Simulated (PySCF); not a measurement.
# C2H9GeOP: the cost of one run

The runs use PySCF 2.14.0, with density-fitted response routines of our own; the level of theory stands in each step. All values are computed, except where a source is named. Atoms count from 0, in the outputs and in this text.

## 1. Starting geometry

14 atoms, charge 0, multiplicity 1; geometry from: GFN2-xTB. The atoms were then displaced at random by about 0.01 Å, so the start is not that level's minimum.

Bonds of the start (Å): C0–C1 1.49, C1–O2 1.40, O2–Ge3 1.80, Ge3–P4 2.26, C0–H5 1.10, C0–H6 1.10, C0–H7 1.10, C1–H8 1.08, C1–H9 1.11, Ge3–H10 1.54, Ge3–H11 1.53, P4–H12 1.40, P4–H13 1.37.

## 2. Optimising the geometry at PBE0-D3(BJ)/def2-SVP

Job settings and geometry (Å):

```
{"job": {"xc": "PBE0", "basis": "def2-SVP", "d3": "d3bj", "grid": 1, "shake": 0.01, "kind": "geom"}, "charge": 0, "multiplicity": 1}
C     -2.235240     0.902890    -0.198130
C     -1.323400    -0.239720     0.074640
O     -0.008390     0.192420    -0.134870
Ge     1.483770    -0.811670    -0.014090
P      3.072430     0.738780    -0.424450
H     -3.289830     0.627700    -0.042300
H     -2.008100     1.756410     0.457900
H     -2.122450     1.266320    -1.235490
H     -1.553500    -1.069190    -0.571090
H     -1.448240    -0.583730     1.120290
H      1.463460    -1.449600     1.387130
H      1.255290    -1.997930    -0.954420
H      2.682470     0.865120    -1.760230
H      4.024560    -0.212870    -0.687680
```

Launch:

```console
> OMP_NUM_THREADS=1 python probes_run.py task.json out
```

This one command runs all jobs of the session in turn.

Q: Estimate the wall time and peak memory of this first job on 1 thread of Arm Neoverse V1, shared host.

About 99 s, with a peak of 0.53 GiB.
